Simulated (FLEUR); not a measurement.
Input of a FLEUR MaX-R8.1 (later development tree) run:

Contents of inp.xml:

```xml
<?xml version="1.0" encoding="UTF-8" standalone="no"?>
<fleurInput fleurInputVersion="0.39">
   <comment>
      MoPt                                                                                                
   </comment>
   <calculationSetup>
      <cutoffs Kmax="4.36" Gmax="13.5" GmaxXC="13.5" numbands="0"/>
      <scfLoop itmax="60" minDistance="0.00001" maxIterBroyd="15" imix="Anderson" alpha="0.05" precondParam="0.0" spinf="2.0" sdNocoIR="T"/>
      <coreElectrons ctail="T" frcor="F" kcrel="0" coretail_lmax="0"/>
      <xcFunctional name="PBEs" relativisticCorrections="F"/>
      <magnetism jspins="1"/>
      <soc l_soc="F" theta="0.0" phi="0.0" spav="F"/>
      <expertModes spex="0" secvar="F"/>
      <geometryOptimization l_f="T" forcealpha="1.0" forcemix="BFGS" epsdisp="0.0005" epsforce="0.0002"/>
      <ldaU l_linMix="F" mixParam="0.05" spinf="1.0"/>
   </calculationSetup>
   <cell>
      <bzIntegration valenceElectrons="32.0" mode="hist" fermiSmearingEnergy="0.00183747">
         <kPointListSelection listName="default-1"/>
         <!-- k-points included here -->
         <xi:include xmlns:xi="http://www.w3.org/2001/XInclude" href="kpts.xml"> </xi:include>
      </bzIntegration>
      <!-- symmetry operations included here -->
      <xi:include xmlns:xi="http://www.w3.org/2001/XInclude" href="sym.xml"> </xi:include>
      <bulkLattice scale="1.0">
         <bravaisMatrix>
            <row-1>    5.3318145022664432     0.0000000000000000     0.0000000000000000</row-1>
            <row-2>   -2.6659072511332216     4.6174868071077508     0.0000000000000000</row-2>
            <row-3>    0.0000000000000000     0.0000000000000000     8.5549564619631635</row-3>
         </bravaisMatrix>
      </bulkLattice>
   </cell>
   <atomSpecies>
      <species name="Platinum (Pt)" element="Pt" atomicNumber="78">
         <mtSphere radius="2.39" gridPoints="833" logIncrement="0.016"/>
         <atomicCutoffs lmax="10" lnonsphr="10"/>
         <electronConfig flipSpins="F">
            <coreConfig>(1s1/2) (2s1/2) (2p1/2) (2p3/2) (3s1/2) (3p1/2) (3p3/2) (4s1/2) (3d3/2) (3d5/2) (4p1/2) (4p3/2) (4d3/2) (4d5/2) (4f5/2) (4f7/2)</coreConfig>
            <valenceConfig>(5s1/2) (5p1/2) (5p3/2) (6s1/2) (5d3/2) (5d5/2)</valenceConfig>
            <stateOccupation state="(6s1/2)" spinUp="0.500000" spinDown="0.500000"/>
            <stateOccupation state="(5d3/2)" spinUp="1.800000" spinDown="1.800000"/>
            <stateOccupation state="(5d5/2)" spinUp="2.700000" spinDown="2.700000"/>
         </electronConfig>
         <energyParameters s="6" p="6" d="5" f="5"/>
         <lo type="SCLO" l="0" n="5" eDeriv="0"/>
         <lo type="SCLO" l="1" n="5" eDeriv="0"/>
         <lo type="SCLO" l="1" n="5" eDeriv="1"/>
         <lo type="SCLO" l="2" n="5" eDeriv="2"/>
         <lo type="SCLO" l="3" n="5" eDeriv="2"/>
      </species>
      <species name="Molybdenum (Mo)" element="Mo" atomicNumber="42">
         <mtSphere radius="2.25" gridPoints="757" logIncrement="0.017"/>
         <atomicCutoffs lmax="9" lnonsphr="9"/>
         <electronConfig flipSpins="F">
            <coreConfig>(1s1/2) (2s1/2) (2p1/2) (2p3/2) (3s1/2) (3p1/2) (3p3/2) (3d3/2) (3d5/2)</coreConfig>
            <valenceConfig>(4s1/2) (4p1/2) (4p3/2) (5s1/2) (4d3/2) (4d5/2)</valenceConfig>
            <stateOccupation state="(5s1/2)" spinUp="0.500000" spinDown="0.500000"/>
            <stateOccupation state="(4d3/2)" spinUp="1.000000" spinDown="1.000000"/>
            <stateOccupation state="(4d5/2)" spinUp="1.500000" spinDown="1.500000"/>
         </electronConfig>
         <energyParameters s="5" p="5" d="4" f="4"/>
         <lo type="SCLO" l="0" n="4" eDeriv="0"/>
         <lo type="SCLO" l="1" n="4" eDeriv="0"/>
         <lo type="SCLO" l="1" n="4" eDeriv="1"/>
         <lo type="SCLO" l="2" n="4" eDeriv="2"/>
         <lo type="SCLO" l="3" n="4" eDeriv="2"/>
      </species>
   </atomSpecies>
   <atomGroups>
      <atomGroup species="Platinum (Pt)">
         <relPos label="                   1">.3404680000 -.3296970000 -.4964980000</relPos>
         <force calculate="T" relaxXYZ="TTT"/>
      </atomGroup>
      <atomGroup species="Molybdenum (Mo)">
         <relPos label="                   2">-.3225790000 .3310040000 .0131400000</relPos>
         <force calculate="T" relaxXYZ="TTT"/>
      </atomGroup>
   </atomGroups>
   <output dos="F" band="F" slice="F">
      <checks vchk="F" cdinf="F"/>
      <bandDOS minEnergy="-.5*Htr" maxEnergy="0.5*Htr" sigma="0.015" storeEVData="T"/>
      <vacuumDOS vacdos="F" integ="F" star="F" nstars="0" locx1="0.0" locy1="0.0" locx2="0.0" locy2="0.0" nstm="0" tworkf="0.0"/>
      <unfoldingBand unfoldBand="F" supercellX="1" supercellY="1" supercellZ="1"/>
      <plotting iplot="0" polar="F">
         <plot TwoD="T" vec1="  1.0  0.0  0.0" vec2="  0.0  1.0  0.0" vec3="  0.0  0.0  1.0" zero="  0.0  0.0  0.0" file="plot"/>
      </plotting>
      <chargeDensitySlicing numkpt="0" minEigenval="0.0" maxEigenval="0.0" nnne="0" pallst="F"/>
      <specialOutput eonly="F"/>
      <moessbauerParams electricFieldGradient="T" isomerShift="T" coreHyperfine="T" valenceHyperfine="T"/>
      <magneticCircularDichroism mcd="F" energyLo="-10.0" energyUp="0.0"/>
   </output>
  <!-- We include the file relax.xml here to enable relaxations (see documentation) -->
  <xi:include xmlns:xi="http://www.w3.org/2001/XInclude" href="relax.xml"> <xi:fallback/> </xi:include>
</fleurInput>
```

crystal.txt

```
MoPt
&input cartesian=F /
2.8214747274  0.0000000000  0.0000000000
-1.4107373637  2.4434687900  0.0000000000
0.0000000000  0.0000000000  4.5270880000
1.8897261246
1.0 1.0 1.0

2
78 0.3404680000  0.6703030000  0.5035020000
42 0.6774210000  0.3310040000  0.0131400000

&kpt div1=11 div2=11 div3=6 gamma=T /
```

Potentials or basis: all-electron, FLAPW.

Launch:

```console
$ inpgen -f crystal.txt -profile fastHighL
$ # inp.xml edited to the form shown
$ fleur_MPI
```

Q: What does it give for the largest force?

A: 0.414 eV/Å.

Q: Estimate the band gap on the k mesh.

A: None (metal or under the smearing width).

Forces in eV/Å, atoms in the order of the input:
```
Pt   0.092 -0.071  0.398
Mo  -0.092  0.071 -0.397
```

The run has no spin-orbit coupling, so splittings on Pt are missing.
